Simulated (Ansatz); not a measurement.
# Al2H2F2: an energy map over bond length Al2–Al3 and bond length Al3–F4

How does the energy of Al2F2H2, SMILES [F][AlH][AlH][F] change over two coordinates at once? A grid of runs gives the map.

The runs use Ansatz 0.2.0; RKS r2SCAN0-D4/def2-TZVP.

### 1 Starting geometry

SMILES `[F][AlH][AlH][F]`, 6 atoms, charge 0, spin multiplicity 1.

Atoms are counted from 1 here; the program's logs count them from 0.

Bond lengths: F1–Al2 1.687 Å, Al2–Al3 2.600 Å, Al2–H5 1.604 Å, Al3–F4 1.687 Å, Al3–H6 1.604 Å. Angles: F1–Al2–Al3 117.1°, F1–Al2–H5 114.9°, Al3–Al2–H5 128.0°, Al2–Al3–F4 117.2°, Al2–Al3–H6 127.9°, F4–Al3–H6 114.9°.

As a file:

```mol
Al2F2H2
  3D, bonds by distance, orders not assigned

  6  5  0  0  0  0  0  0  0  0999 V2000
    0.2284   -1.1123   -2.2403 F   0  0
    0.8053   -0.1017   -1.0184 Al  0  0
   -0.7001    0.2014    1.0796 Al  0  0
   -2.1837   -0.6018    1.0857 F   0  0
    2.2422    0.5520   -1.3047 H   0  0
   -0.3921    1.0624    2.3980 H   0  0
  1  2  8  0
  2  3  8  0
  2  5  8  0
  3  4  8  0
  3  6  8  0
M  END
```

This geometry comes from a loose relaxation at PBE in a small basis, which is not shown.

### 3 Setting up the map

The axes are (1) bond length Al2–Al3: 7 values from 2.129 to 3.894 Å; (2) bond length Al3–F4: 7 values from 1.447 to 2.056 Å.

Nothing else is relaxed (all other coordinates rigid). Energies count from the relaxed molecule at the same level. Points are written as (first, second).

(The set-up runs are not shown.)

### 4 The run at (2.423 Å, 1.751 Å)

input.yaml reads:

```yaml
crystal:
  periodic: [false, false, false]
  atoms:
    - { symbol: F, position_ang: [0.22122, -1.068706, -2.220548] }
    - { symbol: Al, position_ang: [0.801393, -0.108645, -1.017981] }
    - { symbol: Al, position_ang: [-0.601904, 0.175119, 0.936799] }
    - { symbol: F, position_ang: [-2.129829, -0.680034, 0.949423] }
    - { symbol: H, position_ang: [2.22462, 0.522397, -1.28732] }
    - { symbol: H, position_ang: [-0.307393, 1.046994, 2.221099] }
basis:
  gaussian: { orbitals: def2-TZVP }
hamiltonian:
  xc: { name: r2SCAN0 }
  dispersion: d4
output:
  forces: true
```

Launch:

```bash
$ ansatz run input.yaml --threads 1 --pin off --max-ram 2560MiB --backend cpu --events-out ev --progress --plain --runs-dir out
```

Further runs follow: all other points of the grid.

Q: Predict the outcome of this session. Wanted: lowest point; highest computed point; dipole moment; largest force on an atom.

**Answer**, as computed:

| quantity | value |
| --- | --- |
| lowest point | (2.717 Å, 1.650 Å), 4.2 kJ/mol |
| highest computed point | (3.894 Å, 2.056 Å), 305 kJ/mol above the lowest |
| dipole moment (D) | 1.33 at (2.129 Å, 1.447 Å) to 4.65 at (3.894 Å, 2.056 Å); 2.25 at the lowest point |
| largest force on an atom (eV/Å) | 0.6 at (2.717 Å, 1.650 Å) to 11.0 at (3.306 Å, 1.447 Å); 0.6 at the lowest point |
| time for the whole task | 7.8 min on 1 thread, shared host |

The lowest computed point is at (2.717 Å, 1.650 Å), 4.2 kJ/mol from the relaxed molecule at the same level. No other kind of well shows on this grid. The highest computed point, (3.894 Å, 2.056 Å), lies 305 kJ/mol above the lowest. Round the minimum the two coordinates are nearly uncoupled.
